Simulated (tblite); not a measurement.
# C3H9AlN2Si: the cost of one run

Computed with tblite 0.8.0 and PySCF 2.14.0, with density-fitted response routines of our own, on a single molecule in the gas phase. Atoms are numbered from 0 throughout.

## 1. The molecule as given

16 atoms, charge 0, multiplicity 1; geometry from: force field or distance geometry start.

Bonds of the start (Å): C0–N1 1.41, N1–C2 1.29, C2–Al3 1.97, Al3–N4 1.87, N4–C5 1.16, C5–Si6 1.84, C0–H7 1.11, C0–H8 1.13, C0–H9 1.13, C2–H10 1.08, Al3–H11 1.62, Al3–H12 1.58, Si6–H13 1.49, Si6–H14 1.48, Si6–H15 1.46.

## 2. Relaxing the molecule with GFN2-xTB

What the job is given:

```
{"job": {"kind": "relax", "xc": "GFN2-xTB", "basis": "xTB"}, "charge": 0, "multiplicity": 1}
C     -2.817800     0.568400     1.956000
N     -2.554500    -0.699000     1.392100
C     -1.341700    -1.006400     1.066800
Al     0.167600     0.238700     1.264100
N      1.258300     0.027400    -0.239200
C      1.920100    -0.085500    -1.191200
Si     2.952600    -0.271700    -2.696900
H     -1.945100     1.102800     2.394100
H     -3.565800     0.415800     2.785800
H     -3.356100     1.263700     1.251100
H     -1.132900    -1.979300     0.635700
H      1.047200    -0.241200     2.539700
H     -0.302400     1.743200     1.394200
H      3.143500    -1.716200    -2.993900
H      2.282200     0.293700    -3.884600
H      4.237200     0.354600    -2.417600
```

Command:

```
$ OMP_NUM_THREADS=1 python probes_run.py task.json out
```

This one command runs all jobs of the session in turn.

Q: Estimate the wall time and peak memory of this first job on 1 thread of Arm Neoverse N1, shared host.

About 2.6 s, with a peak of 0.18 GiB.
